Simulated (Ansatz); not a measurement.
# TiO2: the cost of one run

Computed with Ansatz 0.2.0 (DFT r2SCAN, scalar-relativistic, plane waves, PAW, unless a step's input says otherwise).

## (1) Starting point

It takes space group P4_2/mnm (No. 136, tetragonal). The conventional cell has a = 4.592 Å, b = 4.592 Å, c = 2.957 Å, α = 90.00°, β = 90.00°, γ = 90.00°. Ti (site symmetry mmm) has 6 O at 1.95 to 1.98 Å as nearest neighbours. O (site symmetry m2m) has 3 Ti at 1.95 to 1.98 Å as nearest neighbours.

Coordinates:

```
Ti O
1.0
     4.59220    0.00000    0.00000
     0.00000    4.59220    0.00000
     0.00000    0.00000    2.95740
Ti O
2 4
Direct
  0.00000 0.00000 0.00000
  0.50000 0.50000 0.50000
  0.30496 0.30496 0.00000
  0.19504 0.80496 0.50000
  0.69504 0.69504 0.00000
  0.80496 0.19504 0.50000
```

The structure rests on an entry of the Crystallography Open Database; cell or positions may have been set otherwise for this series.

## (2) Relaxing the atoms: TiO2, no spin

Input file input.yaml:

```yaml
crystal:
  lattice:
    - [4.5922, 0.0, 0.0]
    - [0.0, 4.5922, 0.0]
    - [0.0, 0.0, 2.9574]
  atoms:
    - { symbol: Ti, position: [0.0, 0.0, 0.0] }
    - { symbol: Ti, position: [0.5, 0.5, 0.5] }
    - { symbol: O, position: [0.30496, 0.30496, 0.0] }
    - { symbol: O, position: [0.19504, 0.80496, 0.5] }
    - { symbol: O, position: [0.69504, 0.69504, 0.0] }
    - { symbol: O, position: [0.80496, 0.19504, 0.5] }
scf:
  occupations: { method: fixed }
output:
  forces: true
  stress: true
  write_density: true
  write_potential: true
  elf: true
  volumetric_format: npy
hamiltonian:
  xc: r2scan
kpoints:
  mp_grid: { grid: [5, 5, 7] }
relax:
  f_tol: 0.004
```

Started as:

```console
$ ansatz run input.yaml --threads 8 --pin off --max-ram 16384MiB --backend cpu --events-out ev --progress --plain --runs-dir out
```

**Question.** How long does this run take on 8 threads of Arm Neoverse N1, shared host, and how much memory does it need?

About 7.3 s, with a peak of 0.6 GiB.
